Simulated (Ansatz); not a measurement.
# C2H9FInP: the cost of one run

Computed with Ansatz 0.2.0, Gaussian basis. Level: one geometry, several basis sets.

Plan: PBE0-D4/def2-SVP; ωB97M-V/def2-SVP; PBE0-D4/def2-QZVPP; ωB97M-V/def2-QZVPP; the functionals' def2-TZVPP values are taken from earlier runs.

**1. The geometry**

All runs share one geometry, relaxed beforehand with PBE0-D4 in a triple-zeta def2 set. In takes the def2 core potential; no spin-orbit term is included.

SMILES `[CH3][In-]([CH3])([F])[PH3+]`, 14 atoms, charge 0, spin multiplicity 1.

Atoms are counted from 1 here; the program's logs count them from 0.

Bond lengths: C1–In2 2.142 Å, C1–H6 1.091 Å, C1–H7 1.090 Å, C1–H8 1.091 Å, In2–C3 2.142 Å, In2–F4 2.018 Å, In2–P5 2.819 Å, C3–H9 1.090 Å, C3–H10 1.091 Å, C3–H11 1.091 Å, P5–H12 1.408 Å, P5–H13 1.408 Å, P5–H14 1.416 Å. Angles: In2–C1–H6 110.6°, In2–C1–H7 108.8°, In2–C1–H8 110.8°, H6–C1–H7 108.9°, H6–C1–H8 108.4°, H7–C1–H8 109.3°, C1–In2–C3 139.4°, C1–In2–F4 108.9°, C1–In2–P5 103.2°, C3–In2–F4 108.9°, C3–In2–P5 103.3°, F4–In2–P5 69.9°, In2–C3–H9 108.7°, In2–C3–H10 110.6°, In2–C3–H11 110.8°, H9–C3–H10 108.9°, H9–C3–H11 109.3°, H10–C3–H11 108.4° and more.

Geometry (Å):

```mol
C2H9FInP
  3D, bonds by distance, orders not assigned

 14 13  0  0  0  0  0  0  0  0999 V2000
   -1.8679    1.3253   -0.5466 C   0  0
   -0.0136    0.6414    0.2782 In  0  0
    0.8536    0.2070    2.1875 C   0  0
    1.4665    1.0156   -1.0420 F   0  0
    0.5490   -1.6736   -1.2290 P   0  0
   -2.1709    2.2650   -0.0827 H   0  0
   -1.7375    1.4853   -1.6170 H   0  0
   -2.6588    0.5912   -0.3851 H   0  0
    1.9157    0.0024    2.0515 H   0  0
    0.7402    1.0559    2.8632 H   0  0
    0.3744   -0.6611    2.6426 H   0  0
    1.9316   -1.9296   -1.1513 H   0  0
    0.4911   -1.3377   -2.5953 H   0  0
    0.1137   -3.0163   -1.3452 H   0  0
  1  2  8  0
  2  3  8  0
  2  4  8  0
  2  5  8  0
  1  6  8  0
  1  7  8  0
  1  8  8  0
  3  9  8  0
  3 10  8  0
  3 11  8  0
  5 12  8  0
  5 13  8  0
  5 14  8  0
M  END
```

**2. PBE0-D4 in def2-SVP**

Input file in.yaml:

```yaml
crystal:
  periodic: [false, false, false]
  atoms:
    - {symbol: C, position_ang: [-1.867914, 1.325253, -0.546558]}
    - {symbol: In, position_ang: [-0.013603, 0.641363, 0.278170]}
    - {symbol: C, position_ang: [0.853598, 0.207010, 2.187527]}
    - {symbol: F, position_ang: [1.466471, 1.015589, -1.042026]}
    - {symbol: P, position_ang: [0.549015, -1.673556, -1.228963]}
    - {symbol: H, position_ang: [-2.170942, 2.265014, -0.082691]}
    - {symbol: H, position_ang: [-1.737538, 1.485332, -1.616994]}
    - {symbol: H, position_ang: [-2.658807, 0.591233, -0.385077]}
    - {symbol: H, position_ang: [1.915720, 0.002406, 2.051486]}
    - {symbol: H, position_ang: [0.740189, 1.055950, 2.863212]}
    - {symbol: H, position_ang: [0.374352, -0.661142, 2.642567]}
    - {symbol: H, position_ang: [1.931587, -1.929580, -1.151334]}
    - {symbol: H, position_ang: [0.491142, -1.337666, -2.595316]}
    - {symbol: H, position_ang: [0.113730, -3.016306, -1.345204]}
basis:
  gaussian: {orbitals: def2-SVP}
hamiltonian: {xc: pbe0, dispersion: d4}
output: {orbitals: {seedname: orbitals}}
```

The run is started by

```sh
$ ansatz run in.yaml --threads 8 --pin off --events-out ev --progress --plain --max-ram 20889MiB
```

**Question.** How long does this run take on 8 threads of AMD EPYC, shared host, and how much memory does it need?

About 3.2 s, with a peak of 0.36 GiB.
